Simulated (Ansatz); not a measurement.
# U-wB97M-V/STO-3G run of AlHF (SMILES [F][AlH])

Aim: the electronic atomisation energy of AlHF at U-wB97M-V/STO-3G, from 4 runs. 

Program for the calculation: Ansatz 0.2.0.

60 further runs of the same task are left out: 60 set aside as unsound or not needed.

**1. The structure to begin with**

AlHF has 3 atoms, charge 0, and is taken as a doublet. SMILES: `[F][AlH]`. The coordinates come from a PBE0-D4/def2-TZVP relaxation.

Bond lengths: F1–Al2 1.656 Å, Al2–H3 1.607 Å. Angles: F1–Al2–H3 115.5°.

**2. A single-point energy at U-wB97M-V/STO-3G**

Contents of molecule.yaml:

```yaml
basis:
  gaussian:
    orbitals: STO-3G
crystal:
  periodic: [false, false, false]
  atoms:
    - {symbol: F, position_ang: [0.907100, 0.893200, 0.585600]}
    - {symbol: Al, position_ang: [-0.432500, 0.318000, -0.199500]}
    - {symbol: H, position_ang: [-0.485400, -1.276100, -0.399300]}
magnetization:
  spin_polarized: true
  initial_magnetization: 1
hamiltonian:
  xc: {name: wB97M-V}
accuracy: high
```

Command:

```bash
$ ansatz run molecule.yaml --threads 1 --pin off --max-ram 2610MiB --events-out events.jsonl --progress --plain --runs-dir runs
```

The program printed:

```text
Warning: RAYON_NUM_THREADS=1 ignored (pool sized by the plan → 1); use --threads N
Functional definition: wB97M-V
  name "wB97M-V"
  parameter omega = 0.3/bohr
  parameter cx = 0.15
  parameter cx01 = 1.007
  parameter cx10 = 0.259
  parameter css00 = 0.443
  parameter css04 = -1.437
  parameter css10 = -4.535
  parameter css20 = -3.390
  parameter css43 = 4.278
  parameter cos00 = 1.000
  parameter cos10 = 1.358
  parameter cos20 = 2.924
  parameter cos21 = -8.812
  parameter cos60 = -1.390
  parameter cos61 = 9.142
  parameter b = 6.0
  parameter c = 0.01
  gx(w, u) = 1 - cx + cx01*u + cx10*w
  gss(w, u) = css00 + css04*u^4 + css10*w + css20*w^2 + css43*w^4*u^3
  gos(w, u) = cos00 + cos10*w + (cos20 + cos21*u)*w^2 + (cos60 + cos61*u)*w^6
  exchange = spin_sum(e_x_unif_sr(omega)*gx(b97_w, b97_u_x)) + cx*exact_x_sr(omega) + exact_x_lr(omega)
  correlation = spin_sum(e_c_pw_mod_same_spin*gss(b97_w, b97_u_same))
      + integral(e_c_pw_mod_opposite_spin*gos(b97_w_opposite, b97_u_opposite)) + vv10(b, c)
245 factors; integrals over basis functions are off by at most 3.6e-8 eV
104 factors; integrals over basis functions are off by at most 7.5e-10 eV
mean field evaluation 1: about -9207.7579 eV, gradient 1.5e1 eV
mean field evaluation 2: about -9208.4635 eV, gradient 1.6e1 eV
mean field evaluation 4: about -9210.0537 eV, gradient 4.9e-1 eV
mean field evaluation 8: about -9210.0464 eV, gradient 8.4e-3 eV
mean field evaluation 16: about -9210.0464 eV, gradient 4.2e-6 eV
mean field -9210.04641643 eV, -338.4629630102 hartree, gradient 6.3e-8 eV, S^2 0.752872; 0 other end points of the search recorded, 0 dependent functions left out
reference -9210.04641835 eV, -338.4629630809 hartree; 12, 11 occupied and 3, 4 virtual orbitals, 245 factors
Total energy: -9210.04641835 eV, -338.4629630809 hartree
```

It took 6.3 s on 1 thread of AMD EPYC 9R14 (Zen 4), shared host; peak memory 0.43 GiB.

**3. The Al atom**

Contents of job.yaml:

```yaml
crystal:
  periodic: [false, false, false]
  atoms:
    - {symbol: Al, position_ang: [0.000000, 0.000000, 0.000000]}
basis:
  gaussian: {orbitals: STO-3G}
total_charge: 0
magnetization: {spin_polarized: true, initial_magnetization: 1}
hamiltonian: {xc: {name: wB97M-V}}
accuracy: high
```

Run the same way, it converges to -239.34738 Eh (log not shown).

**4. The F atom at the same level**

Contents of run.yaml:

```yaml
basis:
  gaussian:
    orbitals: STO-3G
crystal:
  periodic: [false, false, false]
  atoms:
    - {symbol: F, position_ang: [0.000000, 0.000000, 0.000000]}
magnetization:
  spin_polarized: true
  initial_magnetization: 1
hamiltonian:
  xc: {name: wB97M-V}
accuracy: high
```

Run the same way, it converges to -98.28239 Eh (log not shown).

**5. The H atom, same level**

Contents of run.yaml:

```yaml
crystal:
  periodic: [false, false, false]
  atoms:
    - {symbol: H, position_ang: [0.000000, 0.000000, 0.000000]}
basis:
  gaussian: {orbitals: STO-3G}
accuracy: high
magnetization: {spin_polarized: true, initial_magnetization: 1}
hamiltonian: {xc: {name: wB97M-V}}
```

Command:

```bash
$ ansatz run run.yaml --threads 1 --pin off --max-ram 2610MiB --events-out events.jsonl --progress --plain --runs-dir runs
```

The program printed, shortened:

```text
Warning: RAYON_NUM_THREADS=1 ignored (pool sized by the plan → 1); use --threads N
Functional definition: wB97M-V
  name "wB97M-V"
[...]
  gx(w, u) = 1 - cx + cx01*u + cx10*w
  gss(w, u) = css00 + css04*u^4 + css10*w + css20*w^2 + css43*w^4*u^3
  gos(w, u) = cos00 + cos10*w + (cos20 + cos21*u)*w^2 + (cos60 + cos61*u)*w^6
[...]
      + integral(e_c_pw_mod_opposite_spin*gos(b97_w_opposite, b97_u_opposite)) + vv10(b, c)
1 factors; integrals over basis functions are off by at most 4.6e-10 eV
1 factors; integrals over basis functions are off by at most 2.9e-10 eV
[...]
mean field -12.42314868 eV, -0.4565422933 hartree, gradient 0.0e0 eV, S^2 0.750000; 0 other end points of the search recorded, 0 dependent functions left out
reference -12.42314998 eV, -0.4565423410 hartree; 1, 0 occupied and 0, 1 virtual orbitals, 1 factors
Total energy: -12.42314998 eV, -0.4565423410 hartree
```

Wall time 0.18 s (1 thread of AMD EPYC 9R14 (Zen 4), shared host).

**6. Results**

At U-wB97M-V/STO-3G:

| quantity | value |
| --- | --- |
| molecule: total energy | -338.46296 Eh |
| molecule: ⟨S²⟩ | 0.753 |
| Al atom: total energy | -239.34738 Eh |
| Al atom: ⟨S²⟩ | 0.750 |
| F atom: total energy | -98.28239 Eh |
| F atom: ⟨S²⟩ | 0.750 |
| H atom: total energy | -0.45654 Eh |
| H atom: ⟨S²⟩ | 0.750 |
| electronic atomisation energy | 10.249 eV |

In words: Taking the molecule apart into free atoms costs 10.25 eV (236 kcal/mol), before zero-point energy and without spin-orbit coupling. In a minimal basis such a difference can be off by several eV, whatever the method.
